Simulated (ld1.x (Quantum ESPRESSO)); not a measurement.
# An ultrasoft potential for copper, from input to tests

Do these settings give a usable potential? It is generated, then checked for transferability, scattering, ghosts and hardness.

Method: ld1.x (Quantum ESPRESSO) 7.5, PBE, scalar-relativistic.

## 1. The design

The settings as typed:

- element: copper (Cu, Z = 29)
- type: ultrasoft
- frozen core: [Ar]
- valence charge: 11
- reference configuration: 3d10 4s1 4p0
- partial waves: 4s (bound): rcut 2.15, rcutus 2.55 bohr; 4s channel at 0.45 Ry: rcut 2.15, rcutus 2.55 bohr; 4p (bound, empty): rcut 1.80, rcutus 2.50 bohr; 4p channel at 1.4 Ry: rcut 1.80, rcutus 2.50 bohr; 3d (bound): rcut 0.96, rcutus 1.02 bohr; 3d channel at 0.25 Ry: rcut 0.96, rcutus 1.02 bohr
- local potential: all-electron potential smoothed inside 1.55 bohr (lloc = -1)
- core correction: a·sin(br)/r model core inside 1.20 bohr
- augmentation charge: PSQ, inside the norm-conserving radii

## 2. Generating the potential

The input, Cu.in:

```
 &input
   title='Cu', zed=29., rel=1, dft='PBE', iswitch=3,
   config='[Ar] 3d10 4s1 4p0',
   nld=3, rlderiv=2.75, eminld=-2.0, emaxld=5.0, deld=0.02
 /
 &inputp
   pseudotype=3, tm=.true., lloc=-1, rcloc=1.55,
   nlcc=.true., rcore=1.20,
   which_augfun='PSQ', rmatch_augfun_nc=.true.,
   file_pseudopw='Cu.UPF', file_wfcaegen='ae.wfc', file_wfcncgen='nc.wfc', file_beta='beta', file_chi='chi', file_wfcusgen='us.wfc'
 /
6
4S  1  0   1.00   0.00  2.15  2.55  0.0
4S  1  0   0.00   0.45  2.15  2.55  0.0
4P  2  1   0.00   0.00  1.80  2.50  0.0
4P  2  1   0.00   1.40  1.80  2.50  0.0
3D  3  2  10.00   0.00  0.96  1.02  0.0
3D  3  2   0.00   0.25  0.96  1.02  0.0
 &test
   configts(1)='3d10 4s1 4p0'
 /
```

Launch:

```bash
$ ld1.x < Cu.in > Cu.out
```

What the program wrote to Cu.out (without the banner and most projector matrices):

```text
     Program LD1 v.7.5
     --------------------------- All-electron run ----------------------------

     Cu
     scalar relativistic calculation

     atomic number is 29.00
     dft =PBE   lsd =0 sic =0 latt =0  beta=0.20 tr2=1.0E-14
     Exchange-correlation= PBE
                           (   1   4   3   4   0   0   0)
     mesh =1199 r(mesh) = 100.25372 a.u. xmin = -7.00 dx = 0.01250
     1 Ry =  13.60569312 eV, c = 137.03599908

     n l     nl                  e(Ry)          e(Ha)          e(eV)
     1 0     1S 1( 2.00)      -650.5489      -325.2745     -8851.1694
     2 0     2S 1( 2.00)       -78.0904       -39.0452     -1062.4738
     2 1     2P 1( 6.00)       -67.3965       -33.6983      -916.9763
     3 0     3S 1( 2.00)        -8.4305        -4.2153      -114.7030
     3 1     3P 1( 6.00)        -5.3024        -2.6512       -72.1430
     3 2     3D 1(10.00)        -0.3703        -0.1851        -5.0378
     4 0     4S 1( 1.00)        -0.3388        -0.1694        -4.6093
     4 1     4P 1( 0.00)        -0.0512        -0.0256        -0.6967

     final scf error:  5.3E-15 reached in  32 iterations

     Etot =   -3309.701531 Ry,   -1654.850765 Ha,  -45030.783357 eV

     Ekin =    3358.932341 Ry,    1679.466170 Ha,   45700.602648 eV
     Encl =   -7969.314771 Ry,   -3984.657386 Ha, -108428.051175 eV
     Eh   =    1435.751702 Ry,     717.875851 Ha,   19534.397054 eV
     Exc  =    -135.070802 Ry,     -67.535401 Ha,   -1837.731883 eV

     normalization and overlap integrals

     s(1S/1S) =  1.000000  <r> =   0.0521  <r2> =    0.0037  r(max) =   0.0341
     s(2S/2S) =  1.000000  <r> =   0.2352  <r2> =    0.0653  r(max) =   0.1960
     s(2P/2P) =  1.000000  <r> =   0.2064  <r2> =    0.0523  r(max) =   0.1585
     s(3S/3S) =  1.000000  <r> =   0.7119  <r2> =    0.5863  r(max) =   0.6112
     s(3P/3P) =  1.000000  <r> =   0.7494  <r2> =    0.6650  r(max) =   0.6189
     s(3D/3D) =  1.000000  <r> =   1.0474  <r2> =    1.5756  r(max) =   0.6036
     s(4S/4S) =  1.000000  <r> =   2.9362  <r2> =   10.2155  r(max) =   2.2710
     s(4P/4P) =  1.000000  <r> =   5.1791  <r2> =   33.4210  r(max) =   3.6517

     ------------------------ End of All-electron run ------------------------

     --------------------- Generating US pseudopotential ---------------------

      Generating local potential from pseudized AE potential:
      Matching radius rcloc =   1.5500

      Local pseudo, rcloc= 1.541 Estimated cut-off energy=    10.48 Ry

      Computing core charge for nlcc:

       r > 1.20 : true rho core
       r < 1.20 : rho core = a sin(br)/r    a=   4.91  b=   2.24

      Integrated core pseudo-charge :   3.41
      Wfc-us  4S rcutus= 2.541  Estimated cut-off energy=     7.07 Ry
      Wfc-us  4S rcutus= 2.541  Estimated cut-off energy=     8.96 Ry
      Wfc-us  4P rcutus= 2.479  Estimated cut-off energy=    11.70 Ry
      Wfc-us  4P rcutus= 2.479  Estimated cut-off energy=    14.54 Ry
      Wfc-us  3D rcutus= 1.008  Estimated cut-off energy=   112.42 Ry
      Wfc-us  3D rcutus= 1.008  Estimated cut-off energy=   115.29 Ry

     Q pseudized with Bessel functions
     Expected ecutrho=     466.8396 due to l1=  2   l2=  2

     ------------------- End of pseudopotential generation -------------------

     [... the all-electron block is printed once more ...]


     Computing logarithmic derivative in   2.75653
     Computing logarithmic derivative in   2.75653
     Computing the partial wave expansion
     R is outside the sphere for l=    0 j= 0.00
     R is outside the sphere for l=    0 j= 0.00
     R is outside the sphere for l=    1 j= 0.00
     R is outside the sphere for l=    1 j= 0.00
     R is outside the sphere for l=    2 j= 0.00
     R is outside the sphere for l=    2 j= 0.00

     ---------------------- Testing the pseudopotential ----------------------

     Cu
     scalar relativistic calculation

     atomic number is 29.00   valence charge is 11.00
     dft =PBE   lsd =0 sic =0 latt =0  beta=0.20 tr2=1.0E-14
     mesh =1199 r(mesh) = 100.25372 xmin = -7.00 dx = 0.01250

     n l     nl             e AE (Ry)        e PS (Ry)    De AE-PS (Ry)
     3 2     3D   1(10.00)       -0.37027       -0.37027        0.00000
     1 0     4S   1( 1.00)       -0.33878       -0.33878        0.00000
     2 1     4P   1( 0.00)       -0.05121       -0.05121       -0.00000

     eps = 6.3E-15  iter =  6

     Etot =   -3309.701531 Ry,   -1654.850765 Ha,  -45030.783357 eV
     Etotps =  -107.002174 Ry,     -53.501087 Ha,   -1455.838748 eV

     Ekin =      88.116333 Ry,      44.058166 Ha,    1198.883783 eV
     Encl =    -248.171957 Ry,    -124.085978 Ha,   -3376.551484 eV
     Ehrt =     102.328717 Ry,      51.164359 Ha,    1392.253121 eV
     Ecxc =     -23.438130 Ry,     -11.719065 Ha,    -318.891999 eV
     (Ecc =      -4.071032 Ry,      -2.035516 Ha,     -55.389214 eV)
     Epseu=     -25.837138 Ry,     -12.918569 Ha,    -351.532169 eV

     ---------------------- End of pseudopotential test ----------------------
```

Wall time 2.1 s (1 thread of Neoverse-N1, shared host). (Generation and the later configuration tests together.)

Partial waves on a coarse radial grid (AE all-electron, PS pseudo):

| r (bohr) | 3d AE | 3d PS |
| --- | --- | --- |
| 0.128 | 0.1729 | 0.0212 |
| 0.255 | 0.5449 | 0.1460 |
| 0.382 | 0.8207 | 0.3889 |
| 0.510 | 0.9500 | 0.6659 |
| 0.638 | 0.9694 | 0.8576 |
| 0.765 | 0.9289 | 0.9098 |
| 0.893 | 0.8613 | 0.8617 |
| 1.020 | 0.7859 | 0.7859 |
| 1.148 | 0.7108 | 0.7108 |
| 1.275 | 0.6410 | 0.6410 |
| 1.402 | 0.5774 | 0.5774 |
| 1.530 | 0.5198 | 0.5198 |
| 1.658 | 0.4685 | 0.4685 |
| 1.785 | 0.4232 | 0.4232 |
| 1.912 | 0.3828 | 0.3828 |
| 2.040 | 0.3466 | 0.3466 |
| 2.168 | 0.3143 | 0.3143 |
| 2.295 | 0.2856 | 0.2856 |
| 2.422 | 0.2599 | 0.2599 |
| 2.550 | 0.2366 | 0.2366 |
| 2.678 | 0.2156 | 0.2156 |
| 2.805 | 0.1968 | 0.1968 |
| 2.932 | 0.1798 | 0.1798 |
| 3.060 | 0.1643 | 0.1643 |
| 3.188 | 0.1502 | 0.1502 |
| 3.315 | 0.1375 | 0.1375 |

## 3. Testing the new file in other configurations

The input, Cu.test.in:

```
 &input
   title='Cu', zed=29., rel=1, dft='PBE', iswitch=2,
   config='[Ar] 3d10 4s1 4p0'
 /
 &test
   file_pseudo='Cu.UPF', nconf=8,
   configts(1)='3d10 4s1 4p0',
   configts(2)='3d10 4s0 4p0',
   configts(3)='3d9 4s0 4p0',
   configts(4)='3d8 4s0 4p0',
   configts(5)='3d9 4s1 4p1',
   configts(6)='3d7 4s0 4p0',
   configts(7)='3d9 4s1 4p0',
   configts(8)='3d9 4s2 4p0'
 /
```

Launch:

```bash
$ ld1.x < Cu.test.in > Cu.test.out
```

Cu.test.out, the pseudopotential blocks, each with the warnings that came before it:

```text
     ---------------------- Testing the pseudopotential ----------------------

     Cu
     scalar relativistic calculation

     atomic number is 29.00   valence charge is 11.00
     dft =PBE   lsd =0 sic =0 latt =0  beta=0.20 tr2=1.0E-14
     mesh =1199 r(mesh) = 100.25372 xmin = -7.00 dx = 0.01250

     n l     nl             e AE (Ry)        e PS (Ry)    De AE-PS (Ry)
     3 2     3D   1(10.00)       -0.37027       -0.37027        0.00000
     1 0     4S   1( 1.00)       -0.33878       -0.33878        0.00000
     2 1     4P   1( 0.00)       -0.05121       -0.05121       -0.00000

     eps = 6.3E-15  iter =  6

     Etot =   -3309.701531 Ry,   -1654.850765 Ha,  -45030.783357 eV
     Etotps =  -107.002174 Ry,     -53.501087 Ha,   -1455.838748 eV

     Ekin =      88.116333 Ry,      44.058166 Ha,    1198.883783 eV
     Encl =    -248.171957 Ry,    -124.085978 Ha,   -3376.551484 eV
     Ehrt =     102.328717 Ry,      51.164359 Ha,    1392.253121 eV
     Ecxc =     -23.438130 Ry,     -11.719065 Ha,    -318.891999 eV
     (Ecc =      -4.071032 Ry,      -2.035516 Ha,     -55.389214 eV)
     Epseu=     -25.837138 Ry,     -12.918569 Ha,    -351.532169 eV

     ---------------------- End of pseudopotential test ----------------------

     ---------------------- Testing the pseudopotential ----------------------

     Cu
     [...]
     n l     nl             e AE (Ry)        e PS (Ry)    De AE-PS (Ry)
     3 2     3D   1(10.00)       -1.00387       -1.00133       -0.00254
     1 0     4S   1( 0.00)       -0.87409       -0.87784        0.00375
     2 1     4P   1( 0.00)       -0.48142       -0.48300        0.00158

     eps = 3.0E-16  iter =  9

     Etot =   -3309.102669 Ry,   -1654.551334 Ha,  -45022.635421 eV
     Etotps =  -106.401750 Ry,     -53.200875 Ha,   -1447.669556 eV
     dEtot_ae =       0.598862 Ry
     dEtot_ps =       0.600424 Ry,   Delta E=      -0.001562 Ry

     [...]
     ---------------------- End of pseudopotential test ----------------------

     ---------------------- Testing the pseudopotential ----------------------

     Cu
     [...]
     n l     nl             e AE (Ry)        e PS (Ry)    De AE-PS (Ry)
     3 2     3D   1( 9.00)       -2.17762       -2.18658        0.00896  !
     1 0     4S   1( 0.00)       -1.64243       -1.64185       -0.00058
     2 1     4P   1( 0.00)       -1.12816       -1.12834        0.00018

     eps = 1.5E-16  iter =  7

     Etot =   -3307.534761 Ry,   -1653.767381 Ha,  -45001.302955 eV
     Etotps =  -104.832550 Ry,     -52.416275 Ha,   -1426.319500 eV
     dEtot_ae =       2.166770 Ry
     dEtot_ps =       2.169625 Ry,   Delta E=      -0.002855 Ry

     [...]
     ---------------------- End of pseudopotential test ----------------------

     Warning: n=3, l=2 expected 0 nodes, found 1
     ---------------------- Testing the pseudopotential ----------------------

     Cu
     [...]
     n l     nl             e AE (Ry)        e PS (Ry)    De AE-PS (Ry)
     3 2     3D   1( 8.00)       -3.59499       -3.64848        0.05349  !
     1 0     4S   1( 0.00)       -2.53770       -2.53779        0.00009
     2 1     4P   1( 0.00)       -1.91536       -1.91653        0.00117

     eps = 9.0E-16  iter =  8

     Etot =   -3304.666857 Ry,   -1652.333428 Ha,  -44962.283127 eV
     Etotps =  -101.936628 Ry,     -50.968314 Ha,   -1386.918477 eV
     dEtot_ae =       5.034674 Ry
     dEtot_ps =       5.065546 Ry,   Delta E=      -0.030872 Ry

     [...]
     ---------------------- End of pseudopotential test ----------------------

     ---------------------- Testing the pseudopotential ----------------------

     Cu
     [...]
     n l     nl             e AE (Ry)        e PS (Ry)    De AE-PS (Ry)
     3 2     3D   1( 9.00)       -0.85163       -0.86586        0.01423  !
     1 0     4S   1( 1.00)       -0.52491       -0.52211       -0.00280
     2 1     4P   1( 1.00)       -0.15499       -0.15480       -0.00019

     eps = 5.1E-15  iter = 12

     Etot =   -3309.200967 Ry,   -1654.600483 Ha,  -45023.972836 eV
     Etotps =  -106.496087 Ry,     -53.248044 Ha,   -1448.953079 eV
     dEtot_ae =       0.500564 Ry
     dEtot_ps =       0.506087 Ry,   Delta E=      -0.005523 Ry

     [...]
     ---------------------- End of pseudopotential test ----------------------

     Warning: n=1, l=0 expected 0 nodes, found 1
     ---------------------- Testing the pseudopotential ----------------------

     Cu
     [...]
     n l     nl             e AE (Ry)        e PS (Ry)    De AE-PS (Ry)
     3 2     3D   1( 7.00)       -5.21378       -5.35860        0.14482  !
     1 0     4S   1( 0.00)       -3.53893       -3.81080        0.27187  !
     2 1     4P   1( 0.00)       -2.81949       -2.83080        0.01130  !

     eps = 5.2E-15  iter =  8

     Etot =   -3300.278327 Ry,   -1650.139164 Ha,  -44902.574139 eV
     Etotps =   -97.452889 Ry,     -48.726445 Ha,   -1325.914108 eV
     dEtot_ae =       9.423204 Ry
     dEtot_ps =       9.549285 Ry,   Delta E=      -0.126081 Ry

     [...]
     ---------------------- End of pseudopotential test ----------------------

     ---------------------- Testing the pseudopotential ----------------------

     Cu
     [...]
     n l     nl             e AE (Ry)        e PS (Ry)    De AE-PS (Ry)
     3 2     3D   1( 9.00)       -1.38593       -1.39957        0.01364  !
     1 0     4S   1( 1.00)       -0.99920       -0.99577       -0.00343
     2 1     4P   1( 0.00)       -0.56486       -0.56406       -0.00080

     eps = 9.1E-15  iter =  9

     Etot =   -3308.850568 Ry,   -1654.425284 Ha,  -45019.205425 eV
     Etotps =  -106.146157 Ry,     -53.073079 Ha,   -1444.192041 eV
     dEtot_ae =       0.850962 Ry
     dEtot_ps =       0.856017 Ry,   Delta E=      -0.005055 Ry

     [...]
     ---------------------- End of pseudopotential test ----------------------

     ---------------------- Testing the pseudopotential ----------------------

     Cu
     [...]
     n l     nl             e AE (Ry)        e PS (Ry)    De AE-PS (Ry)
     3 2     3D   1( 9.00)       -0.69958       -0.71702        0.01743  !
     1 0     4S   1( 2.00)       -0.42717       -0.42423       -0.00293
     2 1     4P   1( 0.00)       -0.08609       -0.08626        0.00017

     eps = 6.9E-15  iter = 11

     Etot =   -3309.556741 Ry,   -1654.778371 Ha,  -45028.813395 eV
     Etotps =  -106.849014 Ry,     -53.424507 Ha,   -1453.754893 eV
     dEtot_ae =       0.144790 Ry
     dEtot_ps =       0.153161 Ry,   Delta E=      -0.008371 Ry

     [...]
     ---------------------- End of pseudopotential test ----------------------
```

Excitation and ionisation energies from 3d10 4s1 4p0, with the error of the potential. A star marks tests that logged a warning.

| valence configuration | charge | ΔE all-electron (eV) | error AE − PS (meV) |
| --- | --- | --- | --- |
| 3d10 4s0 4p0 | +1 | 8.148 | -21 |
| 3d9 4s0 4p0 | +2 | 29.480 | -39 |
| 3d8 4s0 4p0 * | +3 | 68.500 | -420 |
| 3d9 4s1 4p1 | 0 | 6.811 | -75 |
| 3d7 4s0 4p0 * | +4 | 128.209 | -1715 |
| 3d9 4s1 4p0 | +1 | 11.578 | -69 |
| 3d9 4s2 4p0 | 0 | 1.970 | -114 |

## 4. Logarithmic derivatives

Taken from the files of the generation run. The phase is arctan(r·u′/u) with u = r·R, unwrapped, with energies in Ry. A pole is an energy at which the radial function vanishes at the test radius. The pseudo phase is shifted by a multiple of π to meet the all-electron one at the reference energy. Levels narrower than the energy grid can be missing from the poles. The last column is the largest difference on the grid between −1 and +1 Ry.

| channel | radius (bohr) | reference (Ry) | poles AE | poles PS | window around the reference with phases within 0.05 rad (Ry) | largest difference near zero (rad) |
| --- | --- | --- | --- | --- | --- | --- |
| s | 2.76 | -0.34 | 0.93 | 0.93, 2.36 | below 2.2 | 0.000 |
| p | 2.76 | -0.05 | 1.90 | 1.90 | below 4.1 | 0.000 |
| d | 2.76 | -0.37 | -0.29, 3.69 | -0.29, 3.69 | the whole range | 0.000 |

Phases (rad) along the scan:

| E (Ry) | s AE | s PS | d AE | d PS |
| --- | --- | --- | --- | --- |
| -2.00 | 1.250 | 1.249 | 1.332 | 1.332 |
| -1.52 | 1.165 | 1.165 | 1.300 | 1.300 |
| -1.04 | 0.972 | 0.972 | 1.246 | 1.246 |
| -0.56 | 0.252 | 0.252 | 1.011 | 1.011 |
| -0.08 | -1.056 | -1.056 | -1.812 | -1.812 |
| 0.40 | -1.424 | -1.424 | -1.990 | -1.990 |
| 0.88 | -1.561 | -1.561 | -2.246 | -2.246 |
| 1.36 | -1.643 | -1.644 | -2.969 | -2.969 |
| 1.84 | -1.712 | -1.719 | -4.020 | -4.021 |
| 2.32 | -1.790 | -4.291 | -4.415 | -4.415 |
| 2.80 | -1.906 | -4.982 | -4.572 | -4.572 |
| 3.28 | -2.145 | -5.160 | -4.660 | -4.660 |
| 3.76 | -2.861 | -5.596 | -4.721 | -4.721 |
| 4.24 | -3.944 | -6.688 | -4.772 | -4.772 |
| 4.72 | -4.338 | -7.345 | -4.825 | -4.825 |

## 5. Plane-wave convergence, by spherical Bessel functions

This step uses the generator's waves and projectors in a separate script. Basis: spherical Bessel functions vanishing at 20 bohr, q² up to the cutoff; potential fixed at the reference.

All-electron valence levels (Ry): 4s -0.3388, 4p -0.0512, 3d -0.3703. The lowest levels of each channel (Ry) by cutoff; the last column sums, over occupied levels, occupation times the distance from the level at 400 Ry. A positive value at high cutoff is not a bound level.

| cutoff (Ry) | s #1 | p #1 | d #1 | f #1 | Σ f·Δε (mRy) |
| --- | --- | --- | --- | --- | --- |
| 8 | -0.3388 | -0.0511 | 0.0630 | 0.1122 | 4333.3 |
| 18 | -0.3388 | -0.0511 | 0.0629 | 0.1122 | 4331.8 |
| 30 | -0.3388 | -0.0511 | 0.0626 | 0.1122 | 4329.3 |
| 50 | -0.3388 | -0.0511 | -0.0072 | 0.1122 | 3631.0 |
| 80 | -0.3388 | -0.0511 | -0.3395 | 0.1122 | 308.1 |
| 120 | -0.3388 | -0.0511 | -0.3690 | 0.1122 | 13.0 |
| 140 | -0.3388 | -0.0511 | -0.3694 | 0.1122 | 9.2 |
| 180 | -0.3388 | -0.0511 | -0.3702 | 0.1122 | 1.4 |
| 230 | -0.3388 | -0.0511 | -0.3702 | 0.1122 | 0.9 |
| 300 | -0.3388 | -0.0511 | -0.3703 | 0.1122 | 0.1 |
| 400 | -0.3388 | -0.0511 | -0.3703 | 0.1122 | 0.0 |

The sum stays within 10 mRy from 140 Ry and within 1 mRy from 230 Ry. The sum leaves out empty levels, which can need more. Ghost test: no level below the all-electron spectrum of its channel (s, p, d, f tested).

## 6. Results

| quantity | value |
| --- | --- |
| cutoffs for 10 and 1 mRy, occupied levels | 140 Ry and 230 Ry |
| bound ghosts | none found |
| largest test error (AE − PS) | -1715 meV, for 3d7 4s0 4p0 (one of 2 tests with a warning) |
| largest phase difference near zero energy, channels read | 0.000 rad |
| lowest eigenvalue of the overlap (Bessel basis) | 0.292 (s) |
| density cutoff estimated by the generator | 467 Ry |

What this shows: The worst unpolarised test, 3d7 4s0 4p0, is off by 1715 meV on 128.2 eV; by total energies transferability rates as poor. That test lies far up in energy; among those under 40 eV, nearer to bonding, the largest error is 114 meV. The potential is very hard: the looser tolerance needs 140 Ry. The slowest occupied level is 3d: taken alone it needs 140 Ry to come within 1 mRy, against 6 Ry or less for 4s. It is free of bound ghosts as far as tested. Near zero energy the phases of the channels with partial waves agree within 0.001 rad. All of this concerns the isolated atom, not yet a solid.
